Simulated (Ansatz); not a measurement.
LiY3:

```
Y Li
1.0
    -2.36719    2.36719    5.32664
     2.36719   -2.36719    5.32664
     2.36719    2.36719   -5.32664
Y Li
3 1
Direct
  0.50000 0.50000 0.00000
  0.25000 0.75000 0.50000
  0.75000 0.25000 0.50000
  0.00000 0.00000 0.00000
```

The cell comes from a database or a generator and needn't be the stable form of this composition.

```yaml
Program: Ansatz 0.2.0
Task: relaxation of cell and atoms
Functional: RPBE
Potentials_or_basis: Ansatz PAW
Cutoff: "420 eV (not typed: the program's choice for these potentials)"
k_mesh: 6 × 6 × 6
Occupations: fermi-dirac, width 0.05 eV
Spin: no spin polarisation
```

At the start: volume 29.85 Å³/atom.

Q: How do energy, volume and symmetry change on relaxing?

A: It ends after 4 steps and the volume is 31.16 Å³/atom (+4.4 %); space group I4/mmm (No. 139, to 0.05 Å).

The path:
| step | energy change (eV) | largest force (eV/Å) | volume (Å³) |
| --- | --- | --- | --- |
| 1 | 0.0000 | 0.0000 | 119.39 |
| 2 | -0.0211 | 0.0000 | 125.09 |
| 3 | -0.0213 | 0.0000 | 124.63 |
| 4 | -0.0214 | 0.0000 | 124.63 |

Final structure:
```yaml
crystal:
  lattice:
    - [-2.40380, 2.40380, 5.39206]
    - [2.40380, -2.40380, 5.39206]
    - [2.40380, 2.40380, -5.39206]
  atoms:
    - { symbol: Y, position: [0.50000, 0.50000, 0.00000] }
    - { symbol: Y, position: [0.25000, 0.75000, 0.50000] }
    - { symbol: Y, position: [0.75000, 0.25000, 0.50000] }
    - { symbol: Li, position: [0.00000, 0.00000, 0.00000] }
```

Caveat: the plane-wave basis is chosen anew once the cell has moved, so the energies of steps on either side of that aren't comparable; the PAW data sets come from PBE, with cores solved anew for the run's functional, which leaves a small shift of forces and pressure.
